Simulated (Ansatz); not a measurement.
**FH5OSeSi2: a ladder of functionals and wavefunction methods**

One table from this session's results is given with a row withheld; the runs are named, their logs left out.

Computed with Ansatz 0.2.0, Gaussian basis. Level: functionals in def2-TZVPP, the program's frozen cores in correlated methods.

The runs, in order: LDA (SPW92), PBE-D4, revPBE-D4, BLYP-D4, r2SCAN-D4, B97M-V, PBE0-D4, B3LYP-D4, r2SCANh-D4, r2SCAN0-D4, HSE06-D4, BHLYP-D4, CAM-B3LYP-D4, LC-ωPBE, ωB97X-V, ωB97M-V, B2PLYP, PBE-QIDH; CCSD(T)/def2-SVP; CCSD(T)/def2-TZVPP; MP2/def2-QZVPP; extrapolation to the limit; RPA on PBE.

**The relaxed structure**

An earlier PBE0-D4 in a triple-zeta def2 set relaxation fixed the geometry.

SMILES `F[SiH]([SeH])O[SiH3]`, 10 atoms, charge 0, spin multiplicity 1.

Atoms are counted from 1 here; the program's logs count them from 0.

Bond lengths: F1–Si2 1.589 Å, Si2–Se3 2.265 Å, Si2–O4 1.615 Å, Si2–H6 1.474 Å, Se3–H7 1.470 Å, O4–Si5 1.645 Å, Si5–H8 1.485 Å, Si5–H9 1.481 Å, Si5–H10 1.483 Å. Angles: F1–Si2–Se3 110.3°, F1–Si2–O4 106.8°, F1–Si2–H6 108.5°, Se3–Si2–O4 112.5°, Se3–Si2–H6 107.8°, O4–Si2–H6 110.9°, Si2–Se3–H7 91.9°, Si2–O4–Si5 144.4°, O4–Si5–H8 109.9°, O4–Si5–H9 107.4°, O4–Si5–H10 109.9°, H8–Si5–H9 109.9°, H8–Si5–H10 109.5°, H9–Si5–H10 110.1°.

The first run:

in.yaml reads:

```yaml
crystal:
  periodic: [false, false, false]
  atoms:
    - {symbol: F, position_ang: [-2.424622, 0.785269, -0.500919]}
    - {symbol: Si, position_ang: [-1.278352, 0.459713, 0.550801]}
    - {symbol: Se, position_ang: [-0.037523, 2.310240, 0.956315]}
    - {symbol: O, position_ang: [-0.403270, -0.747063, -0.070418]}
    - {symbol: Si, position_ang: [1.117650, -1.224389, -0.478105]}
    - {symbol: H, position_ang: [-1.910184, 0.053927, 1.818854]}
    - {symbol: H, position_ang: [0.334792, 2.430563, -0.460741]}
    - {symbol: H, position_ang: [1.765623, -0.186614, -1.319330]}
    - {symbol: H, position_ang: [0.995070, -2.488098, -1.240781]}
    - {symbol: H, position_ang: [1.924016, -1.444748, 0.747225]}
basis:
  gaussian: {orbitals: def2-TZVPP}
hamiltonian: {xc: lda}
output: {orbitals: {seedname: orbitals}}
```

Launch:

```console
$ ansatz run in.yaml --threads 4 --pin off --events-out ev --progress --plain --max-ram 10444MiB
```

Among the steps run: LDA; PBE-D4 (GGA); revPBE-D4 (GGA); BLYP-D4 (GGA); r2SCAN-D4 (meta-GGA); B97M-V (meta-GGA); B3LYP-D4 (hybrid); r2SCANh-D4 (hybrid); r2SCAN0-D4 (hybrid); HSE06-D4 (hybrid); BHLYP-D4 (hybrid); CAM-B3LYP-D4 (range-separated); LC-ωPBE (range-separated); ωB97X-V (range-separated); ωB97M-V (range-separated); B2PLYP (double hybrid); PBE-QIDH (double hybrid).

One of the session's tables, all rows but one given; the rest of the session is left out.

It belongs to the step «Orbital energies across the functionals». 

| functional | HOMO (eV) | gap (eV) |
| --- | --- | --- |
| LDA (SPW92) | -6.48 | 5.20 |
| PBE-D4 | -6.32 | 5.21 |
| revPBE-D4 | -6.26 | 5.24 |
| BLYP-D4 | -6.14 | 5.12 |
| r2SCAN-D4 | -6.62 | 5.81 |
| B97M-V | -6.71 | 5.77 |
| PBE0-D4 | -7.50 | 7.30 |
| B3LYP-D4 | -7.25 | 6.78 |
| r2SCANh-D4 | -7.05 | 6.56 |
| r2SCAN0-D4 | -7.70 | 7.68 |
| HSE06-D4 | -7.11 | 6.52 |
| BHLYP-D4 | -8.51 | 9.18 |
| CAM-B3LYP-D4 | -8.79 | 9.60 |
| LC-ωPBE | ? | ? |
| ωB97X-V | -9.82 | 11.70 |
| ωB97M-V | -9.69 | 11.27 |

**Question.** Estimate the row for LC-ωPBE.

As computed: HOMO (eV): -10.18; gap (eV): 12.23. In the column «HOMO (eV)» it is the lowest.
